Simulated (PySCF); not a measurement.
**ZnSe: bond curves at several levels of theory**

One table from this session's results is given with a row withheld; the runs are named, their logs left out.

Computed with PySCF 2.14.0. Level: Zn def2-TZVPPD, Se def2-TZVPPD, no relativity.

The first run:

A driver script around PySCF takes these settings:

| Item | Value |
| --- | --- |
| atoms | Zn, Se |
| charge | 0 |
| basis | Zn def2-TZVPPD, Se def2-TZVPPD |
| Hamiltonian | no relativity |
| basis functions | 124 |
| electrons treated | 64 |
| masses in u | 63.9291, 79.9165 |
| levels | PBE0, PBE, r²SCAN, LDA, BP86, r²SCANh, B3LYP, B97-3, CAM-B3LYP, HF, MP2, SCS-MP2, CCSD, CCSD(T) |
| grid | 80 radial by 434 angular points |
| occupations | held fixed by the projection of orbital angular momentum |
| dissociation limit | Zn + Se, each in its ground configuration |
| starting distance in angstrom | 2.305 |
| values of 2S to try | 0, 2 |

Command:

```sh
$ OMP_NUM_THREADS=2 python dia.py task.json out
```

Steps of the session up to this table: Input; PBE0 along the bond; Other states along the same grid; PBE; r²SCAN (meta-GGA); LDA; BP86 (GGA); r²SCANh; B3LYP; B97-3; CAM-B3LYP (range-separated hybrid); RHF (mean field); Adding correlation.

One table of the session follows, with a row left open; its other results are not shown here.

It belongs to the step «The curves together». Energy (eV) from each level's lowest point:

```
R (Å)    RHF  RHF-MP2  RHF-SCS-MP2  RHF-CCSD  RHF-CCSD(T)
1.879  1.281    0.970        1.074       n/a          n/a
1.966  0.604    0.403        0.474     0.509        0.506
2.054  0.218    0.107        0.148     0.169        0.167
2.119  0.066    0.013        0.033     0.044        0.043
2.185  0.001    0.000        0.000     0.000        0.000
2.251  0.000    0.048        0.028     0.016        0.018
2.338  0.068    0.181        0.136     0.104        0.110
2.447      ?        ?            ?         ?            ?
2.578  0.446    0.756        0.641     0.542        0.566
2.753  0.751    1.215        1.054       n/a          n/a
```

Estimate the missing values for R (Å) = 2.447.

Worked estimate for «RHF». A straight line through the neighbours (2.338, 0.068) and (2.578, 0.446) gives 0.068 + (0.446 − 0.068) × (2.447 − 2.338) / (2.578 − 2.338) = 0.240; a parabola fitted to 4 rows on both sides gives 0.231.

The run gave: RHF: 0.220; RHF-MP2: 0.419; RHF-SCS-MP2: 0.342; RHF-CCSD: 0.281; RHF-CCSD(T): 0.294. In «RHF» the line misses by +0.020 and the parabola by +0.011.
